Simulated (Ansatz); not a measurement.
Working through a comparison of enthalpies under pressure of two structures of Ti

Program: the Ansatz DFT code, driven from Python.

The cells in order, each with its output:

```python
import ansatz as az
import numpy as np
import pandas as pd
```

```python
PHASES = {
    "P6/mmm": (
        [(4.6, 0.0, 0.0), (-2.3, 3.98371686, 0.0), (0.0, 0.0, 2.82)],
        [
            ("Ti", (0.0, 0.0, 0.0)),
            ("Ti", (1 / 3, 2 / 3, 0.5)),
            ("Ti", (2 / 3, 1 / 3, 0.5)),
        ],
    ),
    "Fm-3m": (
        [(0.0, 2.03, 2.03), (2.03, 0.0, 2.03), (2.03, 2.03, 0.0)],
        [
            ("Ti", (0.0, 0.0, 0.0)),
        ],
    ),
}


def build(vectors, sites):
    crystal = az.Crystal(lattice=az.Lattice.of(vectors))
    for symbol, position in sites:
        crystal = crystal.atom(symbol, position)
    return crystal


def solve(name, crystal, pressure=0.0):
    calc = (
        crystal.calculation()
        .eigensolver("davidson", mixed_precision=False)
        .mixing("anderson", beta=0.3)
        .basis(530)  # plane waves up to this kinetic energy
        .functional("lda")
        .scf(tolerance=1e-07)
        .kpoints(spacing=0.26)
        .occupations("gaussian", width=0.05)  # smearing steadies the SCF of a metal
    )
    calc = calc.relax(force_tolerance=0.01, max_steps=40, cell=True, pressure=pressure)
    return calc.run()
```

```python
def volume_per_atom(outcome):
    return abs(np.linalg.det(outcome.lattice.cell_ang)) / len(outcome.lattice.sites)
```

```python
phases = {name: build(*cell) for name, cell in PHASES.items()}
```

```python
# H = E + PV, with 1 eV per cubic angstrom equal to 160.2 GPa
pressures = [0, 10, 20, 30]
enthalpy, volume = {name: [] for name in phases}, {name: [] for name in phases}
for p in pressures:
    for name, crystal in phases.items():
        o = solve(name, crystal, pressure=p)
        volume[name].append(volume_per_atom(o))
        enthalpy[name].append(o.report["energy_sigma0_ev"] / len(o.lattice.sites) + p * volume[name][-1] / 160.21766)
gap = np.array(enthalpy["Fm-3m"]) - np.array(enthalpy["P6/mmm"])
rows = [(p, va, vb, 1000 * d) for p, va, vb, d in zip(pressures, volume["P6/mmm"], volume["Fm-3m"], gap)]
print(pd.DataFrame(rows, columns=["P (GPa)", "V P6/mmm (A^3/atom)", "V Fm-3m (A^3/atom)", "H(Fm-3m) - H(P6/mmm) (meV/atom)"]).round(4).to_string(index=False))
crossings = [p0 - g0 * (p1 - p0) / (g1 - g0) for p0, p1, g0, g1 in zip(pressures, pressures[1:], gap, gap[1:]) if g0 * g1 < 0]
print("crossing near", [round(float(p), 1) for p in crossings], "GPa") if crossings else print("no crossing in this range")
```

    DeckWarning: relax.cell: scf.convergence.dr2_threshold = 1e-7 eV (the SCF's general default) is looser than the 3e-10 eV advised for a relaxation that steers and ends on the stress (1e-10 eV for each atom of the cell: 3). What an SCF threshold leaves in a stress goes as its square root, and in the free energy as the [...]
    DeckWarning: relax.cell: scf.convergence.dr2_threshold = 1e-7 eV (the SCF's general default) is looser than the 1e-10 eV advised for a relaxation that steers and ends on the stress (1e-10 eV for each atom of the cell: 1). What an SCF threshold leaves in a stress goes as its square root, and in the free energy as the [...]
     P (GPa)  V P6/mmm (A^3/atom)  V Fm-3m (A^3/atom)  H(Fm-3m) - H(P6/mmm) (meV/atom)
           0              15.8487             15.9803                          66.6257
          10              14.7901             14.9008                          74.0189
          20              13.9733             14.0714                          80.4308
          30              13.3061             13.3905                          86.6910
    no crossing in this range

Reading the output:
- The settings weren't tested for convergence.
- The run is spin-unpolarised.
- At a fixed pressure a relaxation lowers the enthalpy F + PV, while F alone can rise.
- The cells come from databases of deposited and of computed structures, and not all need be stable phases.
- Warnings are shown shortened and without file and line.
- Only these two structures are compared, at zero temperature and with their symmetry kept; either may be hypothetical, and another phase may be lower than both. Differences under about 40 meV an atom lie within the error of mesh and functional.
- It ran for 2.2 min on 1 thread of Arm Neoverse V1, on a shared host, peak memory 0.44 GiB.
